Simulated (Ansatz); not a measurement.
Crystal: PdPt.

```
Pt Pd
1.0
     1.38340    0.79871    4.56037
    -1.38340    0.79871    4.56037
     0.00000   -1.59741    4.56037
Pt Pd
1 1
Direct
  0.50000 0.50000 0.50000
  0.00000 0.00000 0.00000
```

The cell comes from a database or a generator and needn't be the stable form of this composition.

| Property | Result |
| --- | --- |
| Program | Ansatz 0.2.0 |
| Task | relaxation of cell and atoms |
| Functional | RPBE |
| Potentials or basis | Ansatz PAW |
| Cutoff | 420 eV (not typed: the program's choice for these potentials) |
| k mesh | 11 × 11 × 11 |
| Occupations | fermi-dirac, width 0.05 eV |
| Spin | no spin polarisation |

At the start: volume 15.12 Å³/atom.

Question: How do energy, volume and symmetry change on relaxing?

Answer: It ends after 5 steps and the volume is 15.76 Å³/atom (+4.2 %); space group R-3m (No. 166, to 0.05 Å).

Step by step:
| step | energy change (eV) | largest force (eV/Å) | volume (Å³) |
| --- | --- | --- | --- |
| 1 | 0.0000 | 0.0000 | 30.23 |
| 2 | -0.0336 | 0.0000 | 31.56 |
| 3 | -0.0337 | 0.0000 | 31.52 |
| 4 | -0.0337 | 0.0000 | 31.52 |
| 5 | -0.0343 | 0.0000 | 31.52 |

Final structure:
```
Pt Pd
1.0
     1.40571    0.81159    4.60443
    -1.40571    0.81159    4.60443
     0.00000   -1.62318    4.60443
Pt Pd
1 1
Direct
  0.50000 0.50000 0.50000
  0.00000 0.00000 0.00000
```

Caveat: the plane-wave basis is chosen anew once the cell has moved, so the energies of steps on either side of that aren't comparable; the PAW data sets come from PBE, with cores solved anew for the run's functional, which leaves a small shift of forces and pressure.
